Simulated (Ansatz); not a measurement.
# Al5Rh: one candidate of a structure search

The task: take a trial cell of Al5Rh to zero force and stress.

Method: DFT PBE, scalar-relativistic, plane waves, PAW, in Ansatz 0.2.0.

### Step 1. The structure to begin with

Symmetry: P6/mmm, No. 191, hexagonal system. The conventional cell has a = 5.211 Å, b = 5.211 Å, c = 4.194 Å, α = 90.00°, β = 90.00°, γ = 120.00°. Al (site symmetry -6m2) has 6 Al at 2.58 Å as nearest neighbours. Al (site symmetry mmm) is surrounded by 8 Al at 2.58 to 2.61 Å. Rh (site symmetry 6/mmm) has 18 Al at 3.01 to 3.34 Å as nearest neighbours.

As a file:

```
CELL_PARAMETERS angstrom
5.21098 0.00000 0.00000
-2.60549 4.51284 0.00000
0.00000 0.00000 4.19449
ATOMIC_POSITIONS crystal
Al 0.33333 0.66667 0.00000
Al 0.66667 0.33333 0.00000
Al 0.50000 0.00000 0.50000
Al 0.50000 0.50000 0.50000
Al 0.00000 0.50000 0.50000
Rh 0.00000 0.00000 0.00000
```

The cell is invented: species swapped into a database cell of TbCo5 (P6/mmm, No. 191), with Rh on the Tb sites and Al on the Co sites. The dimensions are guesses.

### Step 2. The guess as it stands, on a coarse mesh

Contents of input.yaml:

```yaml
crystal:
  lattice:
    - [5.2109805, 0.0, 0.0]
    - [-2.60549025, 4.51284149, 0.0]
    - [0.0, 0.0, 4.19448646]
  atoms:
    - { symbol: Al, position: [0.33333333, 0.66666667, 0.0] }
    - { symbol: Al, position: [0.66666667, 0.33333333, 0.0] }
    - { symbol: Al, position: [0.5, 0.0, 0.5] }
    - { symbol: Al, position: [0.5, 0.5, 0.5] }
    - { symbol: Al, position: [0.0, 0.5, 0.5] }
    - { symbol: Rh, position: [0.0, 0.0, 0.0] }
basis:
  ecutwfc: 420
kpoints:
  mp_grid: { grid: [6, 6, 4] }
hamiltonian:
  xc: pbe
scf:
  occupations: { method: gaussian, width: 0.1 }
  lower_state_search: "off"
output:
  forces: true
  stress: true
  eigenvalues: true
```

Started as:

```bash
$ ansatz run input.yaml --threads 1 --pin off --max-ram 2560MiB --backend cpu --events-out ev --progress --plain --runs-dir out
```

Log, shortened:

```text
Warning: RAYON_NUM_THREADS=1 ignored (pool sized by the plan → 1); use --threads N
[...]
Pseudopotentials: kind: paw
Pseudopotential: Al, paw, valence charge 3, recommended cutoff 420 eV (normal), Al.paw.azcp
Pseudopotential: Rh, paw, valence charge 17, recommended cutoff 420 eV (normal), Rh.paw.azcp
Functional definition: PBE
[...]
Crystal: 6 atoms, lattice volume = 98.639 Å³
Basis set: ecut = 420 eV, 1905 PW (Γ), exchange–correlation on 72×72×60 points (8 copies of the dense FFT grid, shifted against one another)
Bands: 22, of which v1, the nominal top of the filled ones, is band 16 counted from 1 (15 counted from 0)
Symmetry: 24 space group operations
Space group: P6/mmm (ITA 191), of the structure as read, at distance tolerance 4.6e-5 Å
[...]
SCF converged after 6 iterations
Free energy (F): -9088.666368 eV
[...]
E sigma→0 (E₀):  -9088.659017 eV
Entropy (-TS):   -0.014701 eV (-2.450 meV/atom)
Fermi energy:    9.450044 eV
[...]
--- Forces (eV/Å), atoms counted from 1 ---
  atom   1  Al     0.00000000     0.00000000     0.00000000
  atom   2  Al     0.00000000    -0.00000000     0.00000000
  atom   3  Al     0.00000000     0.00000000     0.00000000
  atom   4  Al     0.00000000     0.00000000     0.00000000
  atom   5  Al     0.00000000     0.00000000     0.00000000
  atom   6  Rh    -0.00000000     0.00000000     0.00000000
[...]
--- Stress (GPa, compression-positive) ---
       -2.366430       0.000000       0.000000
       -0.000000      -2.366430       0.000000
        0.000000       0.000000      16.550938
  P = ⅓ Tr σ = 3.9394 GPa (39.394 kbar)
--- Band table (eV; the first three rows and the last of 21) ---
[... band rows left out ...]
[...]
```

Run time: 2.6 s. Hardware: 1 thread of Intel Xeon at 2.70GHz, shared host; peak memory 0.38 GiB.

The probe gives pressure 3.9 GPa, largest force 0.00 eV/Å, gap on this mesh none (metal). The relaxation goes to the converged mesh at once.

### Step 3. Spin check on a coarse mesh

Edit input.yaml of step 2 so:

```diff
@@ -11,3 +11,3 @@
     - { symbol: Al, position: [0.0, 0.5, 0.5] }
-    - { symbol: Rh, position: [0.0, 0.0, 0.0] }
+    - { symbol: Rh, position: [0.0, 0.0, 0.0], spin: 1.0 }
 basis:
@@ -25 +25,4 @@
   eigenvalues: true
+  populations: true
+magnetization:
+  spin_polarized: true
```

Started as:

```bash
$ ansatz run input.yaml --threads 1 --pin off --max-ram 2560MiB --backend cpu --events-out ev --progress --plain --runs-dir out
```

Log, shortened:

```text
[...]
SCF converged after 16 iterations
Magnetization: 0.0000 μB (16.0000 up, 16.0000 down)
Absolute magnetization: 0.0000 μB (∫|ρ↑−ρ↓|, with the PAW one-centre terms)
Spin contamination: 0.0000 ħ² per cell (⟨S²⟩ above its minimum at these occupations)
[...]
        0.000000       0.000000      16.550388
  P = ⅓ Tr σ = 3.9391 GPa (39.391 kbar)
--- Band table (eV; the first three rows and the last of 42) ---
[... band rows left out ...]
[...]
--- Löwdin populations: 6 sites ---
  site symbol       q [e]    m [muB]
     0     Al      3.0484     0.0000
     1     Al      3.0484     0.0000
     2     Al      2.9193    -0.0000
     3     Al      2.9193    -0.0000
     4     Al      2.9193    -0.0000
     5     Rh     16.8035     0.0000
  spilling = 0.010677 (of n_electrons = 32.000000)
```

Wall time 9.6 s (1 thread of Intel Xeon at 2.70GHz, shared host); peak memory 0.42 GiB.

Per atom:

```csv
atom,Löwdin electrons
Al1,3.05
Al2,3.05
Al3,2.92
Al4,2.92
Al5,2.92
Rh6,16.80
```

The Löwdin counts miss 0.34 of the 32 electrons, which the atomic orbitals do not span, so they are no charges.

The same cell is solved with trial moments on Rh. The largest site moment that stays is 0.00 μB and the cell's total 0.00 μB. The workflow keeps spin only above 0.25 μB on a site, so the next run goes without spin.

[end of part 1 of 2]
